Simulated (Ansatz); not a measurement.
**CH3FOSeSi: a ladder of functionals and wavefunction methods**

One table from this session's results is given with a row withheld; the runs are named, their logs left out.

The runs use Ansatz 0.2.0, Gaussian basis; functionals in def2-TZVPP, the program's frozen cores in correlated methods.

Levels to be run: LDA (SPW92), PBE-D4, revPBE-D4, BLYP-D4, r2SCAN-D4, B97M-V, PBE0-D4, B3LYP-D4, r2SCANh-D4, r2SCAN0-D4, HSE06-D4, BHLYP-D4, CAM-B3LYP-D4, LC-ωPBE, ωB97X-V, ωB97M-V, B2PLYP, PBE-QIDH; CCSD(T)/def2-SVP; CCSD(T)/def2-TZVPP; MP2/def2-QZVPP; extrapolation to the limit; RPA on PBE.

### The relaxed structure

An earlier PBE0-D4 in a triple-zeta def2 set relaxation fixed the geometry.

SMILES `OC1(F)[SiH2][Se]1`, 8 atoms, charge 0, spin multiplicity 1.

Atoms are counted from 1 here; the program's logs count them from 0.

Bond lengths: O1–C2 1.347 Å, O1–H6 0.966 Å, C2–F3 1.360 Å, C2–Si4 1.856 Å, C2–Se5 2.072 Å, Si4–Se5 2.235 Å, Si4–H7 1.479 Å, Si4–H8 1.480 Å. Angles: C2–O1–H6 109.8°, O1–C2–F3 111.3°, O1–C2–Si4 121.7°, O1–C2–Se5 117.0°, F3–C2–Si4 120.1°, F3–C2–Se5 110.3°, Si4–C2–Se5 69.1°, C2–Si4–Se5 60.0°, C2–Si4–H7 117.2°, C2–Si4–H8 118.1°, Se5–Si4–H7 118.6°, Se5–Si4–H8 119.4°, H7–Si4–H8 113.5°, C2–Se5–Si4 50.9°.

The first run:

Contents of in.yaml:

```yaml
crystal:
  periodic: [false, false, false]
  atoms:
    - {symbol: O, position_ang: [-1.309468, -0.071285, 1.019412]}
    - {symbol: C, position_ang: [-0.227182, 0.404685, 0.374755]}
    - {symbol: F, position_ang: [0.286192, 1.492380, 1.008878]}
    - {symbol: Si, position_ang: [0.881567, -0.701989, -0.621187]}
    - {symbol: Se, position_ang: [-0.430413, 0.785479, -1.651687]}
    - {symbol: H, position_ang: [-1.989571, 0.613197, 1.067639]}
    - {symbol: H, position_ang: [2.335736, -0.438580, -0.556776]}
    - {symbol: H, position_ang: [0.545238, -2.140987, -0.696832]}
basis:
  gaussian: {orbitals: def2-TZVPP}
hamiltonian: {xc: lda}
output: {orbitals: {seedname: orbitals}}
```

Among the steps run: LDA; PBE-D4 (GGA); revPBE-D4 (GGA); BLYP-D4 (GGA); r2SCAN-D4 (meta-GGA); B97M-V (meta-GGA); PBE0-D4 (hybrid); B3LYP-D4 (hybrid); r2SCANh-D4 (hybrid); r2SCAN0-D4 (hybrid); HSE06-D4 (hybrid); BHLYP-D4 (hybrid); CAM-B3LYP-D4 (range-separated); LC-ωPBE (range-separated); ωB97X-V (range-separated); ωB97M-V (range-separated); B2PLYP (double hybrid); PBE-QIDH (double hybrid).

One table of the session follows, with a row left open; its other results are not shown here.

It belongs to the step «Orbital energies across the functionals». 

| functional | HOMO (eV) | gap (eV) |
| --- | --- | --- |
| LDA (SPW92) | -5.96 | 4.03 |
| PBE-D4 | -5.81 | 4.10 |
| revPBE-D4 | -5.75 | 4.13 |
| BLYP-D4 | -5.63 | 4.03 |
| r2SCAN-D4 | -6.07 | 4.60 |
| B97M-V | -6.17 | 4.67 |
| PBE0-D4 | -6.97 | 6.07 |
| B3LYP-D4 | -6.72 | 5.60 |
| r2SCANh-D4 | -6.50 | 5.32 |
| r2SCAN0-D4 | -7.14 | 6.39 |
| HSE06-D4 | -6.57 | 5.30 |
| BHLYP-D4 | ? | ? |
| CAM-B3LYP-D4 | -8.23 | 8.32 |
| LC-ωPBE | -9.60 | 10.80 |
| ωB97X-V | -9.24 | 10.35 |
| ωB97M-V | -9.11 | 9.98 |

**Question.** Estimate the row for BHLYP-D4.

Worked estimate for «HOMO (eV)». Against the share of exact exchange, BLYP-D4 (0, -5.63), B3LYP-D4 (0.2, -6.72) give a slope of -5.45 per unit share; at 0.5 the line stands at -8.35.

The run gave: HOMO (eV): -7.95; gap (eV): 7.92. In «HOMO (eV)» the line misses by -0.40.
